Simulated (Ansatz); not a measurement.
## Molecular dynamics of RbLaTa₂O₇

Input file:

```yaml
accuracy: low
crystal:
  lattice:
    - [-3.949498, -3.949498, 0.0]
    - [3.949498, -3.949498, 0.0]
    - [0.0, 0.0, 11.427603]
  atoms:
    - { symbol: Rb, position: [0.0, 0.5, 0.5] }
    - { symbol: La, position: [0.0, 0.5, 0.0] }
    - { symbol: Ta, position: [0.5, 0.5, 0.203683] }
    - { symbol: Ta, position: [0.5, 0.5, 0.796317] }
    - { symbol: O, position: [0.5, 0.5, 0.0] }
    - { symbol: O, position: [0.25, 0.25, 0.16559] }
    - { symbol: O, position: [0.25, 0.75, 0.16559] }
    - { symbol: O, position: [0.25, 0.25, 0.83441] }
    - { symbol: O, position: [0.25, 0.75, 0.83441] }
    - { symbol: O, position: [0.5, 0.5, 0.362983] }
    - { symbol: O, position: [0.5, 0.5, 0.637017] }
    - { symbol: Rb, position: [0.5, 0.0, 0.5] }
    - { symbol: La, position: [0.5, 0.0, 0.0] }
    - { symbol: Ta, position: [0.0, 0.0, 0.203683] }
    - { symbol: Ta, position: [0.0, 0.0, 0.796317] }
    - { symbol: O, position: [0.0, 0.0, 0.0] }
    - { symbol: O, position: [0.75, 0.75, 0.16559] }
    - { symbol: O, position: [0.75, 0.25, 0.16559] }
    - { symbol: O, position: [0.75, 0.75, 0.83441] }
    - { symbol: O, position: [0.75, 0.25, 0.83441] }
    - { symbol: O, position: [0.0, 0.0, 0.362983] }
    - { symbol: O, position: [0.0, 0.0, 0.637017] }
basis:
  ecutwfc: 500.0
kpoints:
  mp_grid: { grid: [2, 2, 1] }
hamiltonian:
  xc: r2scan
scf:
  occupations: { method: fermi_dirac, width: 0.05 }
  lower_state_search: "off"
md:
  timestep: 1
  n_steps: 190
  ensemble: nvt_langevin
  temperature: 1500.0
  initial_velocities: maxwell_boltzmann
  seed: 330319
  friction: 0.05
```

Launched with:

```bash
$ ansatz run input.yaml --threads 2 --pin off --max-ram 5120MiB --backend cpu --events-out ev --progress --plain --runs-dir out
```

It starts from an unrelaxed structure (largest force component 1.74 eV/Å).

Output, in part (step lines):

```
md step     0: t =     0.00 fs  T =  1431.8 K  F+E_penalty+E_count = -66856.07602015 eV  E_kin = 4.071690 eV  (11 SCF iters)
md step     1: t =     1.00 fs  T =  1517.7 K  F+E_penalty+E_count = -66856.04473953 eV  E_kin = 4.316020 eV  (9 SCF iters)
md step     2: t =     2.00 fs  T =  1540.2 K  F+E_penalty+E_count = -66855.97524257 eV  E_kin = 4.379757 eV  (9 SCF iters)
md step     3: t =     3.00 fs  T =  1426.3 K  F+E_penalty+E_count = -66855.86447036 eV  E_kin = 4.056047 eV  (9 SCF iters)
md step     4: t =     4.00 fs  T =  1234.5 K  F+E_penalty+E_count = -66855.72571268 eV  E_kin = 3.510553 eV  (9 SCF iters)
md step     5: t =     5.00 fs  T =  1322.0 K  F+E_penalty+E_count = -66855.56828499 eV  E_kin = 3.759391 eV  (7 SCF iters)
md step     6: t =     6.00 fs  T =  1178.6 K  F+E_penalty+E_count = -66855.39943684 eV  E_kin = 3.351562 eV  (7 SCF iters)
md step     7: t =     7.00 fs  T =  1252.7 K  F+E_penalty+E_count = -66855.24965586 eV  E_kin = 3.562278 eV  (7 SCF iters)
[... lines left out ...]
md step   190: t =   190.00 fs  T =  1251.2 K  F+E_penalty+E_count = -66854.46352684 eV  E_kin = 3.557968 eV  (9 SCF iters)
```

The steps, from the saved trajectory:

| time (fs) | T (K) | potential energy less start (eV) |
| --- | --- | --- |
| 0 | 1432 | 0.000 |
| 6 | 1179 | 0.677 |
| 12 | 1176 | 1.354 |
| 18 | 1335 | 1.660 |
| 24 | 1743 | 1.805 |
| 30 | 1523 | 1.926 |
| 36 | 1266 | 2.347 |
| 42 | 1468 | 2.583 |
| 48 | 1187 | 2.938 |
| 54 | 1431 | 2.914 |
| 60 | 1237 | 2.782 |
| 66 | 1285 | 2.582 |
| 72 | 1647 | 1.591 |
| 78 | 1613 | 2.223 |
| 84 | 1148 | 2.887 |
| 90 | 1323 | 3.247 |
| 96 | 1507 | 2.501 |
| 102 | 1689 | 2.435 |
| 108 | 1884 | 2.834 |
| 114 | 1451 | 2.925 |
| 120 | 1236 | 2.919 |
| 126 | 1145 | 3.106 |
| 132 | 1211 | 2.712 |
| 138 | 1157 | 2.433 |
| 144 | 1324 | 2.270 |
| 150 | 1248 | 2.449 |
| 156 | 1413 | 3.025 |
| 162 | 1758 | 2.729 |
| 168 | 1192 | 2.995 |
| 174 | 1302 | 2.348 |
| 180 | 1388 | 2.017 |
| 186 | 1176 | 1.771 |

All steps were run. A run of 0.19 ps of so small a system gives no equilibrium averages. Limits of this set-up: coarse k mesh, low accuracy level.

Mean squared displacements from the first frame to the last, about the centre of mass: Rb 0.09 Å², La 0.02 Å², Ta 0.02 Å², O 0.11 Å².

Last frame:

```xyz
22
Lattice="-3.9495 -3.9495 0.0000 3.9495 -3.9495 0.0000 0.0000 0.0000 11.4276" Properties=species:S:1:pos:R:3
Rb 1.998 -1.503 5.686
La 1.896 -1.900 0.077
Ta -0.133 -3.814 2.410
Ta 0.040 -3.852 9.259
O 0.004 -4.327 0.049
O -0.495 -1.961 2.077
O 1.848 -3.829 1.878
O -0.084 -1.983 10.034
O 1.972 -3.894 9.596
O -0.164 -4.087 4.144
O 0.048 -3.858 7.493
Rb -1.999 -1.770 5.880
La -2.142 -1.736 -0.015
Ta -0.177 0.210 2.526
Ta 0.048 -0.046 9.270
O -0.227 -0.094 0.122
O -0.167 -5.867 2.061
O -2.185 -4.255 2.098
O 0.344 -5.987 9.451
O -1.968 -4.084 9.543
O -0.184 0.074 4.305
O -0.151 -0.247 7.537
```

Run time: 15 min on 2 threads of AMD EPYC 9R45 96-Core Processor (Zen 5) (shared host), peak memory 1.5 GiB.
